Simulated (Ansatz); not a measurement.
**GaH3O3 + H2: a complex and its separated parts**

Aim: how far the complex at one end of a reaction step lies below its separated, relaxed parts, level by level.

Method: PBE0-D4/def2-TZVP structures, single points in def2-TZVPP, no counterpoise correction; program: Ansatz 0.2.0, Gaussian basis.

Levels: SPW92, PBE-D4, BLYP-D4, r2SCAN-D4, B97M-V, PBE0-D4, B3LYP-D4, r2SCAN0-D4, BHLYP-D4, CAM-B3LYP-D4, wB97X-V, wB97M-V, B2PLYP, PBE-QIDH, RPA on PBE, Hartree-Fock, MP2, CCSD, CCSD(T).

Correlated methods freeze the cores. Filled d shells of the heavier atoms are correlated. B3LYP uses VWN-RPA correlation. B2PLYP carries no dispersion term here.

94 further runs of the same task are left out: 94 set aside as unsound or not needed.

## Step 1: Starting geometry

The complex: 9 atoms, charge 0, spin multiplicity 1.

Atoms are counted from 1 here; the program's logs count them from 0.

Bond lengths: Ga1–O2 1.776 Å, Ga1–O3 1.775 Å, Ga1–O4 1.775 Å, O2–H7 0.960 Å, O3–H8 0.960 Å, O4–H9 0.960 Å, H5–H6 0.749 Å. Angles: O2–Ga1–O3 119.9°, O2–Ga1–O4 120.3°, O3–Ga1–O4 119.8°, Ga1–O2–H7 113.1°, Ga1–O3–H8 113.1°, Ga1–O4–H9 113.2°.

As a file:

| atom | x (Å) | y (Å) | z (Å) |
| --- | --- | --- | --- |
| Ga1 | 0.18582 | -0.46806 | -0.28839 |
| O2 | 0.36912 | 0.63794 | -1.66639 |
| O3 | 1.56540 | -0.78239 | 0.78360 |
| O4 | -1.35066 | -1.31531 | -0.01902 |
| H5 | -0.61716 | 1.91136 | 0.74924 |
| H6 | -0.75679 | 1.54036 | 1.38490 |
| H7 | 1.25700 | 0.99346 | -1.74814 |
| H8 | 1.37102 | -1.42413 | 1.47035 |
| H9 | -2.02374 | -1.09332 | -0.66625 |

Its parts: GaH3O3 holds atoms 1, 2, 3, 4, 7, 8, 9; H2 holds atoms 5, 6. Each part counts its atoms afresh in its own runs.

## Step 2: Relaxing GaH3O3 alone

relax-a/in.yaml reads:

```yaml
crystal:
  periodic: [false, false, false]
  atoms:
    - {symbol: Ga, position_ang: [0.185820, -0.468062, -0.288394]}
    - {symbol: O, position_ang: [0.369121, 0.637936, -1.666389]}
    - {symbol: O, position_ang: [1.565395, -0.782394, 0.783605]}
    - {symbol: O, position_ang: [-1.350661, -1.315308, -0.019022]}
    - {symbol: H, position_ang: [1.257005, 0.993461, -1.748143]}
    - {symbol: H, position_ang: [1.371018, -1.424134, 1.470349]}
    - {symbol: H, position_ang: [-2.023742, -1.093324, -0.666247]}
basis:
  gaussian: {orbitals: def2-TZVP}
hamiltonian: {xc: pbe0, dispersion: d4}
relax: {f_tol: 0.005, max_steps: 200}
```

Command:

```sh
$ ansatz run in.yaml --threads 4 --pin off --events-out ev --progress --plain --max-ram 9574MiB
```

The runs that follow: Relaxing H2 alone; SPW92/def2-TZVPP; PBE-D4/def2-TZVPP; BLYP-D4/def2-TZVPP; r2SCAN-D4/def2-TZVPP; B97M-V/def2-TZVPP; PBE0-D4/def2-TZVPP; B3LYP-D4/def2-TZVPP; r2SCAN0-D4/def2-TZVPP; BHLYP-D4/def2-TZVPP; CAM-B3LYP-D4/def2-TZVPP; wB97X-V/def2-TZVPP; wB97M-V/def2-TZVPP; B2PLYP/def2-TZVPP; PBE-QIDH/def2-TZVPP; RPA on PBE/def2-TZVPP; CCSD(T)/def2-TZVPP; Vibrations of GaH3O3; Vibrations of H2.

Q: Predict the outcome of this session. Wanted: complex less parts, CCSD(T)/def2-TZVPP; with zero-point energy; largest T1 diagnostic.

The runs gave:

| quantity | value |
| --- | --- |
| complex less parts, CCSD(T)/def2-TZVPP | -4.6 kJ/mol |
| with zero-point energy | +0.3 kJ/mol |
| largest T1 diagnostic | 0.014 |

**Reading.** At CCSD(T) the complex lies 4.6 kJ/mol below its parts. The functionals run from B3LYP-D4, off by +0.3 kJ/mol, to SPW92, off by -7.2 kJ/mol, against CCSD(T). By rung, the mean size of the error is: LDA 7.2, GGA 1.3, meta-GGA 0.6, hybrid 1.1, range-separated hybrid 0.8, double hybrid 1.6 kJ/mol. PBE-D4 gives a relative energy 0.9 kJ/mol too low, an error of 20 % of the reference. No counterpoise was applied, and triple zeta lacks some correlation, so the CCSD(T) reference has a basis error of its own, and close matches with it are partly luck.
